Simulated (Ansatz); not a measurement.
# Ta3AlN4: the cost of one run

Method: DFT PBE, scalar-relativistic, plane waves, PAW, in Ansatz 0.2.0.

**1. Starting point**

It takes space group P4/mmm (No. 123, tetragonal). Conventional cell: a = 3.357 Å, b = 3.357 Å, c = 9.496 Å, α = 90.00°, β = 90.00°, γ = 90.00°. Ta (site symmetry 4mm) is surrounded by 6 N at 2.37 Å. Ta (site symmetry 4/mmm) is surrounded by 6 N at 2.37 Å. Around Al (site symmetry 4/mmm) lie 6 N at 2.37 Å. N (site symmetry 4/mmm) is surrounded by 6 Ta at 2.37 Å. N (site symmetry 4mm) is surrounded by 5 Ta at 2.37 Å and 1 Al at 2.37 Å. N (site symmetry 4/mmm) is surrounded by 4 Al at 2.37 Å and 2 Ta at 2.37 Å.

Structure file:

```cif
data_structure
_symmetry_space_group_name_H-M 'P 1'
_symmetry_Int_Tables_number 1
_cell_length_a 3.3573
_cell_length_b 3.3573
_cell_length_c 9.4959
_cell_angle_alpha 90.000
_cell_angle_beta 90.000
_cell_angle_gamma 90.000
_cell_volume 107.03
loop_
_atom_site_label
_atom_site_type_symbol
_atom_site_fract_x
_atom_site_fract_y
_atom_site_fract_z
_atom_site_occupancy
Ta1 Ta 0.00000 0.00000 0.75000 1
Ta2 Ta 0.50000 0.50000 0.00000 1
Ta3 Ta 0.00000 0.00000 0.25000 1
Al1 Al 0.50000 0.50000 0.50000 1
N1 N 0.00000 0.00000 0.00000 1
N2 N 0.50000 0.50000 0.25000 1
N3 N 0.00000 0.00000 0.50000 1
N4 N 0.50000 0.50000 0.75000 1
```

The start is an ordering of an alloy on its end members' structure types: elements ordered on the sites of the AlN type, Ta/Al on Al (P4/mmm, No. 123).

**2. The guess as it stands, on a coarse mesh**

input.yaml

```yaml
crystal:
  lattice:
    - [3.35730924, 0.0, 0.0]
    - [0.0, 3.35730924, 0.0]
    - [0.0, 0.0, 9.49590453]
  atoms:
    - { symbol: Ta, position: [0.0, 0.0, 0.75] }
    - { symbol: Ta, position: [0.5, 0.5, 0.0] }
    - { symbol: Ta, position: [0.0, 0.0, 0.25] }
    - { symbol: Al, position: [0.5, 0.5, 0.5] }
    - { symbol: "N", position: [0.0, 0.0, 0.0] }
    - { symbol: "N", position: [0.5, 0.5, 0.25] }
    - { symbol: "N", position: [0.0, 0.0, 0.5] }
    - { symbol: "N", position: [0.5, 0.5, 0.75] }
basis:
  ecutwfc: 420
kpoints:
  mp_grid: { grid: [6, 6, 2] }
hamiltonian:
  xc: pbe
scf:
  occupations: { method: gaussian, width: 0.1 }
  lower_state_search: "off"
output:
  forces: true
  stress: true
  eigenvalues: true
```

Command:

```sh
ansatz run input.yaml --threads 1 --pin off --max-ram 2560MiB --backend cpu --events-out ev --progress --plain --runs-dir out
```

Q: Estimate wall time and peak memory on 1 thread of Intel Xeon at 2.50GHz (Skylake/Cascade Lake), shared host.

About 7.7 s, with a peak of 0.4 GiB.
